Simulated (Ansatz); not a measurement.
# Ti3SnO8: the band gap up the ladder of functionals

One table from this session's results is given with a row withheld; the runs are named, their logs left out.

Program: Ansatz 0.2.0. PAW datasets, plane waves. The calculation is spin-unpolarised, and the structure need not be a phase that has been made.

### The structure to begin with

The cell was relaxed beforehand with r2SCAN.

It is orthorhombic, Cmmm (No. 65); conventional cell a = 6.559 Å, b = 6.560 Å, c = 6.039 Å, 10.83 Å³ an atom. Ti has 6 O at 1.95–1.97 Å; Ti has 6 O at 1.95–2.00 Å; O has 2 Ti at 1.95–1.97 Å and 1 Sn at 2.05 Å; O has 3 Ti at 1.95–2.00 Å; Sn has 6 O at 2.05 Å.

As a file:

```cif
data_structure
_symmetry_space_group_name_H-M 'Cmmm'
_symmetry_Int_Tables_number 65
_cell_length_a 6.5593
_cell_length_b 6.5604
_cell_length_c 6.0391
_cell_angle_alpha 90.000
_cell_angle_beta 90.000
_cell_angle_gamma 90.000
_cell_volume 259.87
loop_
_atom_site_label
_atom_site_type_symbol
_atom_site_symmetry_multiplicity
_atom_site_Wyckoff_symbol
_atom_site_fract_x
_atom_site_fract_y
_atom_site_fract_z
_atom_site_occupancy
Ti1 Ti 4 l 0.50000 0.00000 0.24501 1
Ti2 Ti 2 a 0.00000 0.00000 0.00000 1
O1 O 8 o 0.19980 0.00000 0.23833 1
O2 O 4 i 0.50000 0.80538 0.00000 1
Sn1 Sn 2 d 0.00000 0.00000 0.50000 1
O3 O 4 j 0.50000 0.81203 0.50000 1
```

Set-up of the first run:

Input file input.yaml:

```yaml
crystal:
  lattice:
    - [3.2796431106, -3.2801825616, 0.0]
    - [3.2796431106, 3.2801825616, 0.0]
    - [0.0, 0.0, 6.0391394008]
  atoms:
    - { symbol: Ti, position: [0.5, 0.5, 0.2450135585] }
    - { symbol: Ti, position: [0.0, 0.0, 0.0] }
    - { symbol: O, position: [0.199795047, 0.199795047, 0.2383342424] }
    - { symbol: O, position: [0.800204953, 0.800204953, 0.2383342424] }
    - { symbol: O, position: [0.6946219452, 0.3053780548, 0.0] }
    - { symbol: O, position: [0.3053780548, 0.6946219452, 0.0] }
    - { symbol: Ti, position: [0.5, 0.5, 0.7549864415] }
    - { symbol: Sn, position: [0.0, 0.0, 0.5] }
    - { symbol: O, position: [0.199795047, 0.199795047, 0.7616657576] }
    - { symbol: O, position: [0.800204953, 0.800204953, 0.7616657576] }
    - { symbol: O, position: [0.6879707633, 0.3120292367, 0.5] }
    - { symbol: O, position: [0.3120292367, 0.6879707633, 0.5] }
kpoints:
  mp_grid: { grid: [6, 6, 4] }
  band_path:
    path:
      - [[0.0, 0.0, 0.0], [-0.5, 0.5, 1.23488251579e-34], [-0.499917777958, 0.500082222042, 1.23482319717e-34]]
      - [[0.499917777958, 0.499917777958, -3.606628100972e-35], [0.0, 0.0, 0.0], [-3.66789329225e-51, 4.18838861747e-51, 0.5], [0.499917777958, 0.499917777958, 0.5]]
      - [[-0.499917777958, 0.500082222042, 0.5], [-0.5, 0.5, 0.5], [-0.5, 0.5, 1.23488251579e-34]]
      - [[0.0, 0.0, 0.0], [-3.782502333446e-17, 0.5, 4.370801935363e-35], [-3.782502333446e-17, 0.5, 0.5], [-3.66789329225e-51, 4.18838861747e-51, 0.5], [-0.5, 0.5, 0.5]]
    npoints: 10
hamiltonian:
  xc: pbe
scf:
  occupations: { method: fermi_dirac, width: 0.02 }
  n_extra_bands: 7
output:
  forces: true
  stress: true
  eigenvalues: true
```

Among the steps run: PBE band path; Single point with r2SCAN; Single point with HSE06; Single point with PBE+SOC; Single point with PBE0.

One table of the session follows, with a row left open; its other results are not shown here.

```
  level  gap (eV)
    PBE      1.76
 r2SCAN      2.18
  HSE06      3.36
PBE+SOC         ?
   PBE0      4.12
```

**Question.** Estimate the row for PBE+SOC.

**Answer.** gap (eV): 1.77. In the column «gap (eV)» it lies between PBE (1.76) and r2SCAN (2.18).

Meshes: PBE 6×6×4, r2SCAN 6×6×4, HSE06 4×4×4, PBE+SOC 6×6×4, PBE0 4×4×4

The gap runs from 1.76 eV (PBE) to 4.12 eV (PBE0). PBE reaches 52 % of the HSE06 value, and r2SCAN 65 %. PBE0 lies 0.76 eV above HSE06, which differs from it by screening the long-range exchange.

To keep in mind: Warnings in the runs' records: stress scf threshold loose, stress exchange threshold loose.
